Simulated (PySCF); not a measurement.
**The bond of Ca2, level by level**

An exercise on one series of results from a longer session: the logs are not shown, and one member is left open.

Program: PySCF 2.14.0. Level of theory: Ca x2c-TZVPPall, spin-free X2C with a Gaussian nucleus. These are calculated values, not measurements.

Set-up of the first run:

The job is set up so:

- atoms: Ca, Ca
- charge: 0
- basis: Ca x2c-TZVPPall
- Hamiltonian: spin-free X2C with a Gaussian nucleus
- basis functions: 72
- electrons treated: 40
- masses in u: 39.9626, 39.9626
- levels: PBE0, PBE, r²SCAN, LDA, BHandHLYP, M06, TPSS, ωB97X-V, HF, MP2, SCS-MP2, CCSD, CCSD(T)
- grid: 80 radial by 434 angular points
- occupations: held fixed by the projection of orbital angular momentum
- dissociation limit: Ca + Ca, each in its ground configuration
- starting distance in angstrom: 3.180
- values of 2S to try: 0, 2

Started as:

```sh
$ OMP_NUM_THREADS=1 python dia.py task.json out
```

Steps of the session up to this table: Input; PBE0 along the bond; Excited determinants; PBE; r²SCAN; LDA; BHandHLYP (global hybrid GGA); M06; TPSS (meta-GGA); ωB97X-V (range-separated hybrid); RHF; MP2 and coupled cluster.

One table of the session follows, with a row left open; its other results are not shown here.

Energy (eV) from each level's lowest point:

| R (Å) | RHF | RHF-MP2 | RHF-SCS-MP2 | RHF-CCSD | RHF-CCSD(T) |
| --- | --- | --- | --- | --- | --- |
| 3.671 | 0.376 | 0.209 | 0.234 | n/a | n/a |
| 3.842 | 0.251 | 0.117 | 0.137 | 0.141 | 0.114 |
| 4.013 | 0.166 | 0.060 | 0.075 | 0.078 | 0.057 |
| 4.141 | ? | ? | ? | ? | ? |
| 4.269 | 0.087 | 0.015 | 0.025 | 0.026 | 0.014 |
| 4.397 | 0.062 | 0.005 | 0.012 | 0.013 | 0.005 |
| 4.568 | 0.039 | 0.000 | 0.003 | 0.004 | 0.000 |
| 4.781 | 0.021 | 0.001 | 0.000 | 0.000 | 0.002 |
| 5.037 | 0.008 | 0.008 | 0.003 | 0.002 | 0.009 |
| 5.379 | 0.000 | 0.021 | 0.010 | n/a | n/a |

Estimate the missing values for R (Å) = 4.141.

Worked estimate for «RHF». A straight line through the neighbours (4.013, 0.166) and (4.269, 0.087) gives 0.166 + (0.087 − 0.166) × (4.141 − 4.013) / (4.269 − 4.013) = 0.127; a parabola fitted to 4 rows on both sides gives 0.120.

As computed: RHF: 0.121; RHF-MP2: 0.032; RHF-SCS-MP2: 0.045; RHF-CCSD: 0.047; RHF-CCSD(T): 0.031. In «RHF» the line misses by +0.006 and the parabola by -0.001.

Caveats from the session: The bond is weak, and basis-set superposition, which was not computed, may be a sizeable part of it.
